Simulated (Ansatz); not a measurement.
# Cl2F2GeH2: the cost of one run

Method: RKS B3LYP/def2-SVP, in Ansatz 0.2.0.

### 1 The system as given

Bond lengths: Ge1–Cl2 2.570 Å, Ge1–H3 1.550 Å, Ge1–Cl4 2.218 Å, Ge1–F5 1.679 Å, Ge1–F6 1.980 Å. Angles: Cl2–Ge1–H3 109.5°, Cl2–Ge1–Cl4 109.5°, Cl2–Ge1–F5 109.5°, Cl2–Ge1–F6 71.6°, H3–Ge1–Cl4 109.5°, H3–Ge1–F5 109.5°, H3–Ge1–F6 75.6°, Cl4–Ge1–F5 109.5°, Cl4–Ge1–F6 64.5°, F5–Ge1–F6 173.5°.

As a file:

```xyz
7

Ge    0.0000    0.0000    0.0000
Cl    0.0000    0.0000    2.5700
H     1.4616    0.0000   -0.5162
Cl   -1.0456    1.8115   -0.7393
F    -0.7913   -1.3709   -0.5594
F     0.7423    1.7262    0.6243
H     0.5551    1.2908    1.7575
```

### 2 A restrained relaxation towards end A

Springs on the bonds that form and break draw the guess towards this end; the thresholds are loose.

input.yaml reads:

```yaml
crystal:
  periodic: [false, false, false]
  atoms:
    - { symbol: Ge, position_ang: [0.0, 0.0, 0.0] }
    - { symbol: Cl, position_ang: [0.0, 0.0, 2.57] }
    - { symbol: H, position_ang: [1.4616, 0.0, -0.5162] }
    - { symbol: Cl, position_ang: [-1.0456, 1.8115, -0.7393] }
    - { symbol: F, position_ang: [-0.7913, -1.3709, -0.5594] }
    - { symbol: F, position_ang: [0.7423, 1.7262, 0.6243] }
    - { symbol: H, position_ang: [0.5551, 1.2908, 1.7575] }
basis:
  gaussian: { orbitals: def2-SVP }
hamiltonian:
  xc: b3lyp
relax:
  f_tol: 0.15
  max_steps: 25
  restrain:
    - { distance: [0, 5], at: 2.88, k: 30.0 }
    - { distance: [6, 1], at: 2.57, k: 30.0 }
    - { distance: [0, 1], at: 2.22, k: 30.0 }
    - { distance: [6, 5], at: 0.92, k: 30.0 }
```

Started as:

```
$ ansatz run input.yaml --threads 2 --pin off --max-ram 3072MiB --backend cpu --events-out ev --progress --plain --runs-dir out
```

Q: Estimate wall time and peak memory on 2 threads of Arm Neoverse V1, shared host.

About 26 s, with a peak of 0.26 GiB.
